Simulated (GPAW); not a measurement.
Write an ASE script for GPAW 26.7.0 that does the following.

```
Task                : band structure
Functional          : PBEsol
Potentials or basis : PAW data sets generated in the run's folder for this functional
Cutoff              : 800 eV
Basis               : pw
k mesh              : 4 × 4 × 2
Occupations         : fermi-dirac, width 0.05 eV
Spin                : no spin polarisation
Ranks               : 8
Maxiter             : 150
Band path           : GMKGALHA,LM,KH
Band points         : 100
```

Ta3AsAu2O13:

```xyz
19
Lattice="5.4520 0.0000 0.0000 -2.7260 4.7216 0.0000 0.0000 0.0000 9.5790" Properties=species:S:1:pos:R:3 pbc="T T T"
Ta    0.0000    0.0000    1.8591
Ta    0.0000    0.0000    7.7199
Ta    2.7260    1.5739    0.0000
As    0.0000    0.0000    4.7895
Au    0.0000    3.1477    2.6273
Au    0.0000    3.1477    6.9517
O     0.0000    0.0000    0.0000
O    -1.3422    4.5860    3.4870
O    -0.5745    1.2662    3.4870
O     1.9167    3.5909    3.4870
O    -1.3422    4.5860    6.0921
O    -0.5745    1.2662    6.0921
O     1.9167    3.5909    6.0921
O     1.1852    1.5782    8.2230
O     3.4927    0.2374    8.2230
O     3.5002    2.9061    8.2230
O     1.1852    1.5782    1.3560
O     3.4927    0.2374    1.3560
O     3.5002    2.9061    1.3560
```

The cell was built by a generator and needn't be a form met in nature.

The input as run:

run.py

```python
from ase import Atoms
from ase.dft.bandgap import bandgap
from ase.io import write
from ase.units import GPa
from ase.parallel import parprint
from gpaw import GPAW, PW, setup_paths

setup_paths.insert(0, '.')

atoms = Atoms(['Ta', 'Ta', 'Ta', 'As', 'Au', 'Au', 'O', 'O', 'O', 'O', 'O', 'O', 'O', 'O', 'O', 'O', 'O', 'O', 'O'],
              cell=[[5.4520421034, 0.0, 0.0],
                    [-2.7260210517, 4.721606964, 0.0],
                    [0.0, 0.0, 9.57902]],
              scaled_positions=[[0.0, 0.0, 0.19408],
                                [0.0, 0.0, 0.80592],
                                [0.6666666667, 0.3333333333, 0.0],
                                [0.0, 0.0, 0.5],
                                [0.3333333333, 0.6666666667, 0.27428],
                                [0.3333333333, 0.6666666667, 0.72572],
                                [0.0, 0.0, 0.0],
                                [0.23947, 0.97129, 0.36402],
                                [0.02871, 0.26818, 0.36402],
                                [0.73182, 0.76053, 0.36402],
                                [0.23947, 0.97129, 0.63598],
                                [0.02871, 0.26818, 0.63598],
                                [0.73182, 0.76053, 0.63598],
                                [0.38452, 0.33425, 0.85844],
                                [0.66575, 0.05027, 0.85844],
                                [0.94973, 0.61548, 0.85844],
                                [0.38452, 0.33425, 0.14156],
                                [0.66575, 0.05027, 0.14156],
                                [0.94973, 0.61548, 0.14156]],
              pbc=True)

calc = GPAW(mode=PW(800),
            xc='PBEsol',
            kpts={'size': (4, 4, 2), 'gamma': True},
            occupations={'name': 'fermi-dirac', 'width': 0.05},
            nbands=121,
            convergence={'density': 1e-05, 'energy': 1e-05},
            maxiter=150,
            txt='gpaw.txt')
atoms.calc = calc
energy = atoms.get_potential_energy()
forces = atoms.get_forces()
stress = atoms.get_stress()
calc.write('gs.gpw')
write('result.traj', atoms)
parprint(f'Energy: {energy:.6f} eV')
parprint('Forces (eV/A):')
parprint(forces.round(4))
parprint('Stress (GPa):', (stress / GPa).round(3))
parprint('Fermi level:', round(calc.get_fermi_level(), 4), 'eV')
parprint(f'Gap: {bandgap(calc)[0]:.4f} eV, direct: {bandgap(calc, direct=True)[0]:.4f} eV')

path = atoms.cell.bandpath('GMKGALHA,LM,KH', npoints=100, eps=1e-4)
bs_calc = calc.fixed_density(kpts=path, symmetry='off', nbands=173,
                             convergence={'bands': 'CBM+6.0', 'eigenstates': 1e-6}, txt='bands.txt')
bs = bs_calc.band_structure()
bs.write('bs.json')
parprint(f'Gap on the path: {bandgap(bs_calc)[0]:.4f} eV')
```

Potentials or basis: PAW data sets generated in the run's folder for this functional, pw.

Run with:

```console
$ gpaw-setup -f PBEsol As Au O Ta
$ OMP_NUM_THREADS=1 mpirun -n 8 gpaw python run.py
```

Results of the run:

The pressure is -4.9 GPa, the largest force is 0.261 eV/Å and the band gap along the path is none (metal or under the smearing width).

Caveat: with this Au data set, volumes or pressures lay over 1.5 % or 2 GPa off other programs in two to four cells of ten; spin-orbit coupling is left out, which moves the levels of the heavy elements.

Run time: 6.1 min on 8 MPI ranks on Intel(R) Xeon(R) Platinum 8375C CPU @ 2.90GHz (Ice Lake), with other jobs on the host, peak memory 1.2 GiB a rank.
